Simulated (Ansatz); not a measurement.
# SiH3O3 radical: small, medium and large basis sets

The task here is to estimate one member of a computed series from the others.

Program: Ansatz 0.2.0, Gaussian basis. Level of theory: one geometry, several basis sets. These are calculated values, not measurements.

Plan: PBE0-D4/def2-SVP; ωB97M-V/def2-SVP; PBE0-D4/def2-QZVPP; ωB97M-V/def2-QZVPP; the functionals' def2-TZVPP values are taken from earlier runs.

**Structure used throughout**

The geometry comes from an earlier relaxation with PBE0-D4 in a triple-zeta def2 set; it is a stationary point, not always the lowest conformer.

SMILES `[O][SiH](O)O`, 7 atoms, charge 0, spin multiplicity 2.

Atoms are counted from 1 here; the program's logs count them from 0.

Bond lengths: O1–Si2 1.657 Å, Si2–O3 1.623 Å, Si2–O4 1.635 Å, Si2–H5 1.483 Å, O3–H6 0.959 Å, O4–H7 0.959 Å. Angles: O1–Si2–O3 116.5°, O1–Si2–O4 110.6°, O1–Si2–H5 98.3°, O3–Si2–O4 106.2°, O3–Si2–H5 108.9°, O4–Si2–H5 116.6°, Si2–O3–H6 117.7°, Si2–O4–H7 117.3°.

Set-up of the first run:

Contents of in.yaml:

```yaml
crystal:
  periodic: [false, false, false]
  atoms:
    - {symbol: O, position_ang: [-1.574084, -0.944292, 0.000316]}
    - {symbol: Si, position_ang: [-0.294441, 0.091369, 0.191553]}
    - {symbol: O, position_ang: [0.802614, -0.313175, 1.317360]}
    - {symbol: O, position_ang: [0.528900, 0.254897, -1.211412]}
    - {symbol: H, position_ang: [-1.048234, 1.278542, 0.661890]}
    - {symbol: H, position_ang: [1.628520, -0.696515, 1.017404]}
    - {symbol: H, position_ang: [0.018023, 0.261074, -2.022711]}
basis:
  gaussian: {orbitals: def2-SVP}
magnetization: {spin_polarized: true, initial_magnetization: 1}
hamiltonian: {xc: pbe0, dispersion: d4}
output: {orbitals: {seedname: orbitals}}
```

Among the steps run: PBE0-D4 in def2-SVP; ωB97M-V in def2-SVP; PBE0-D4 in def2-QZVPP; ωB97M-V in def2-QZVPP.

One table of the session follows, with a row left open; its other results are not shown here.

It belongs to the step «Density functionals: the series». 

| functional | basis | HOMO (eV) | LUMO (eV) |
| --- | --- | --- | --- |
| PBE0-D4 | def2-SVP | -8.88 | -4.45 |
| PBE0-D4 | def2-TZVPP | -9.17 | -4.73 |
| PBE0-D4 | def2-QZVPP | ? | ? |
| ωB97M-V | def2-SVP | -11.34 | -2.15 |
| ωB97M-V | def2-TZVPP | -11.66 | -2.52 |
| ωB97M-V | def2-QZVPP | -11.73 | -2.60 |

**Question.** Estimate the row for PBE0-D4, def2-QZVPP.

The run gave: HOMO (eV): -9.23; LUMO (eV): -4.79. In the column «HOMO (eV)» it lies between ωB97M-V, def2-SVP (-11.34) and PBE0-D4, def2-TZVPP (-9.17).
